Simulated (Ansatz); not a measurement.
**Ge2H6Se: small, medium and large basis sets**

How large a basis does Ge2H6Se need? Two functionals are run in growing sets.

Computed with Ansatz 0.2.0, Gaussian basis. Level: one geometry, several basis sets.

Levels to be run: PBE0-D4/def2-SVP; ωB97M-V/def2-SVP; PBE0-D4/def2-QZVPP; ωB97M-V/def2-QZVPP; the functionals' def2-TZVPP values are taken from earlier runs.

## 1. The relaxed structure

An earlier PBE0-D4 in a triple-zeta def2 set relaxation fixed the geometry.

SMILES `[GeH3][Se][GeH3]`, 9 atoms, charge 0, spin multiplicity 1.

Atoms are counted from 1 here; the program's logs count them from 0.

Bond lengths: Ge1–Se2 2.354 Å, Ge1–H4 1.537 Å, Ge1–H5 1.534 Å, Ge1–H6 1.537 Å, Se2–Ge3 2.354 Å, Ge3–H7 1.537 Å, Ge3–H8 1.537 Å, Ge3–H9 1.534 Å. Angles: Se2–Ge1–H4 110.0°, Se2–Ge1–H5 106.0°, Se2–Ge1–H6 110.0°, H4–Ge1–H5 110.6°, H4–Ge1–H6 109.5°, H5–Ge1–H6 110.6°, Ge1–Se2–Ge3 95.5°, Se2–Ge3–H7 110.0°, Se2–Ge3–H8 110.0°, Se2–Ge3–H9 106.0°, H7–Ge3–H8 109.5°, H7–Ge3–H9 110.6°, H8–Ge3–H9 110.6°.

## 2. PBE0-D4 in def2-SVP

in.yaml

```yaml
crystal:
  periodic: [false, false, false]
  atoms:
    - {symbol: Ge, position_ang: [0.630302, 0.380425, -1.583692]}
    - {symbol: Se, position_ang: [1.468089, -0.592462, 0.388933]}
    - {symbol: Ge, position_ang: [-0.543908, -0.417938, 1.597669]}
    - {symbol: H, position_ang: [-0.530936, -0.462911, -2.134406]}
    - {symbol: H, position_ang: [1.799774, 0.401557, -2.575515]}
    - {symbol: H, position_ang: [0.137791, 1.808079, -1.296866]}
    - {symbol: H, position_ang: [-1.652954, -1.214107, 0.891149]}
    - {symbol: H, position_ang: [-0.962404, 1.056860, 1.710835]}
    - {symbol: H, position_ang: [-0.257254, -1.006003, 2.984692]}
basis:
  gaussian: {orbitals: def2-SVP}
hamiltonian: {xc: pbe0, dispersion: d4}
output: {orbitals: {seedname: orbitals}}
```

Run with:

```bash
ansatz run in.yaml --threads 4 --pin off --events-out ev --progress --plain --max-ram 10444MiB
```

The log of the run:

```text
Functional definition: PBE0
  name "PBE0"
  cite "Adamo & Barone, J. Chem. Phys. 110, 6158 (1999) doi:10.1063/1.478522"
  cite "Perdew, Burke & Ernzerhof, Phys. Rev. Lett. 77, 3865 (1996) doi:10.1103/PhysRevLett.77.3865"
  parent pbe
  parameter a = 0.25
  parameter kappa = 0.804
  parameter beta = 0.06672455060314922
  exchange = (1 - a)*pbe_x(kappa = kappa, mu = beta*pi^2/3) + a*exact_x
  correlation = pbe_c(beta = beta)
1245 factors; integrals over basis functions are off by at most 1.4e-3 eV
mean field evaluation 1: about -178440.0462 eV, gradient 2.0e1 eV
mean field evaluation 2: about -178440.1975 eV, gradient 1.9e1 eV
mean field evaluation 4: about -178440.5184 eV, gradient 6.9e-1 eV
mean field evaluation 8: about -178440.5594 eV, gradient 3.3e-2 eV
mean field -178440.55935658 eV, -6557.5696049990 hartree, gradient 6.9e-5 eV, S^2 0.000000; 0 other end points of the search recorded, 0 dependent functions left out
reference -178440.55938643 eV, -6557.5696060960 hartree; 52, 52 occupied and 74, 74 virtual orbitals, 1245 factors
Total energy: -178440.74920718 eV, -6557.5765818800 hartree
```

Wall time 1.5 s (4 threads of Arm Neoverse V2, shared host); peak memory 0.34 GiB.

## 3. ωB97M-V in def2-SVP

in.yaml, as its differences from that of step 2:

```diff
@@ -14,3 +14,3 @@
   gaussian: {orbitals: def2-SVP}
-hamiltonian: {xc: pbe0, dispersion: d4}
+hamiltonian: {xc: {name: wB97M-V}}
 output: {orbitals: {seedname: orbitals}}
```

Same command.

The log of the run, cut to the lines that bear on the results:

```text
Functional definition: wB97M-V
  name "wB97M-V"
  cite "Mardirossian & Head-Gordon, J. Chem. Phys. 144, 214110 (2016) doi:10.1063/1.4952647"
  cite "Becke, J. Chem. Phys. 107, 8554 (1997) doi:10.1063/1.475007"
  cite "Vydrov & Van Voorhis, J. Chem. Phys. 133, 244103 (2010) doi:10.1063/1.3521275"
  # Of w^i u^j: cxij and so on, Table III.
[...]
  gx(w, u) = 1 - cx + cx01*u + cx10*w
  gss(w, u) = css00 + css04*u^4 + css10*w + css20*w^2 + css43*w^4*u^3
  gos(w, u) = cos00 + cos10*w + (cos20 + cos21*u)*w^2 + (cos60 + cos61*u)*w^6
[...]
      + integral(e_c_pw_mod_opposite_spin*gos(b97_w_opposite, b97_u_opposite)) + vv10(b, c)
1245 factors; integrals over basis functions are off by at most 1.4e-3 eV
327 factors; integrals over basis functions are off by at most 4.6e-6 eV
[...]
mean field -178452.08615168 eV, -6557.9932069060 hartree, gradient 4.0e-5 eV, S^2 0.000000; 0 other end points of the search recorded, 0 dependent functions left out
reference -178452.08619755 eV, -6557.9932085913 hartree; 52, 52 occupied and 74, 74 virtual orbitals, 1245 factors
Total energy: -178452.08619755 eV, -6557.9932085913 hartree
```

Wall time 5.5 s (4 threads of Arm Neoverse V2, shared host); peak memory 0.49 GiB.

## 4. PBE0-D4 in def2-QZVPP

in.yaml, as its differences from that of step 3:

```diff
@@ -13,4 +13,4 @@
 basis:
-  gaussian: {orbitals: def2-SVP}
-hamiltonian: {xc: {name: wB97M-V}}
+  gaussian: {orbitals: "def2-QZVPP.json"}
+hamiltonian: {xc: pbe0, dispersion: d4}
 output: {orbitals: {seedname: orbitals}}
```

Launched as before.

The log of the run:

```text
Functional definition: PBE0
  name "PBE0"
  cite "Adamo & Barone, J. Chem. Phys. 110, 6158 (1999) doi:10.1063/1.478522"
  cite "Perdew, Burke & Ernzerhof, Phys. Rev. Lett. 77, 3865 (1996) doi:10.1103/PhysRevLett.77.3865"
  parent pbe
  parameter a = 0.25
  parameter kappa = 0.804
  parameter beta = 0.06672455060314922
  exchange = (1 - a)*pbe_x(kappa = kappa, mu = beta*pi^2/3) + a*exact_x
  correlation = pbe_c(beta = beta)
2050 factors; their error is unknown
mean field evaluation 1: about -178465.6474 eV, gradient 2.4e1 eV
mean field evaluation 2: about -178465.9462 eV, gradient 2.4e1 eV
mean field evaluation 4: about -178466.2464 eV, gradient 8.5e-1 eV
mean field evaluation 8: about -178466.7294 eV, gradient 6.0e-1 eV
mean field evaluation 16: about -178466.7294 eV, gradient 2.8e-5 eV
mean field -178466.72943843 eV, -6558.5313377682 hartree, gradient 2.8e-5 eV, S^2 0.000000; 0 other end points of the search recorded, 0 dependent functions left out
reference -178466.72948006 eV, -6558.5313392983 hartree; 52, 52 occupied and 395, 395 virtual orbitals, 2050 factors
Total energy: -178466.91930081 eV, -6558.5383150823 hartree
```

Run time: 11 s. Hardware: 4 threads of Arm Neoverse V2, shared host; peak memory 2.3 GiB.

## 5. ωB97M-V in def2-QZVPP

in.yaml, as its differences from that of step 4:

```diff
@@ -14,3 +14,3 @@
   gaussian: {orbitals: "def2-QZVPP.json"}
-hamiltonian: {xc: pbe0, dispersion: d4}
+hamiltonian: {xc: {name: wB97M-V}}
 output: {orbitals: {seedname: orbitals}}
```

Launched as before.

The log of the run, cut to the lines that bear on the results:

```text
Functional definition: wB97M-V
  name "wB97M-V"
  cite "Mardirossian & Head-Gordon, J. Chem. Phys. 144, 214110 (2016) doi:10.1063/1.4952647"
  cite "Becke, J. Chem. Phys. 107, 8554 (1997) doi:10.1063/1.475007"
  cite "Vydrov & Van Voorhis, J. Chem. Phys. 133, 244103 (2010) doi:10.1063/1.3521275"
  # Of w^i u^j: cxij and so on, Table III.
[...]
  gx(w, u) = 1 - cx + cx01*u + cx10*w
  gss(w, u) = css00 + css04*u^4 + css10*w + css20*w^2 + css43*w^4*u^3
  gos(w, u) = cos00 + cos10*w + (cos20 + cos21*u)*w^2 + (cos60 + cos61*u)*w^6
[...]
      + integral(e_c_pw_mod_opposite_spin*gos(b97_w_opposite, b97_u_opposite)) + vv10(b, c)
2001 factors; their error is unknown
386 factors; integrals over basis functions are off by at most 6.5e-6 eV
[...]
mean field -178478.12891390 eV, -6558.9502607651 hartree, gradient 1.8e-5 eV, S^2 0.000000; 0 other end points of the search recorded, 0 dependent functions left out
reference -178478.12897956 eV, -6558.9502631780 hartree; 52, 52 occupied and 395, 395 virtual orbitals, 2001 factors
Total energy: -178478.12897956 eV, -6558.9502631780 hartree
```

Wall time 22 s (4 threads of Arm Neoverse V2, shared host); peak memory 2.6 GiB.

## 6. Functionals by basis

The def2-TZVPP values come from earlier runs at the same geometry.

| functional | basis | functions | energy (eV) | from the largest (eV) | HOMO (eV) | LUMO (eV) |
| --- | --- | --- | --- | --- | --- | --- |
| PBE0-D4 | def2-SVP | 126 | -178440.7492 | 26.170 | -6.78 | -0.19 |
| PBE0-D4 | def2-TZVPP | 228 | -178463.0876 | 3.832 | -6.86 | -0.34 |
| PBE0-D4 | def2-QZVPP | 447 | -178466.9193 | 0.000 | -6.87 | -0.52 |
| ωB97M-V | def2-SVP | 126 | -178452.0862 | 26.043 | -8.86 | 1.68 |
| ωB97M-V | def2-TZVPP | 228 | -178474.3938 | 3.735 | -8.98 | 1.43 |
| ωB97M-V | def2-QZVPP | 447 | -178478.1290 | 0.000 | -8.98 | 1.03 |

## 7. Results

| quantity | value |
| --- | --- |
| PBE0-D4: double and triple zeta above quadruple | 26.17, 3.83 eV |
| ωB97M-V: double and triple zeta above quadruple | 26.04, 3.74 eV |

In words: For PBE0-D4 the step from double to triple zeta gains 22.34 eV and the next only 3.83 eV. Total energies overstate the basis error of differences, where much of it tends to cancel. The LUMO of ωB97M-V is positive and keeps falling with the basis (1.68 to 1.03 eV): an unbound level that the basis holds in place.

For PBE0-D4 the largest set took about 7 times as long as the smallest (11 s against 1.5 s).
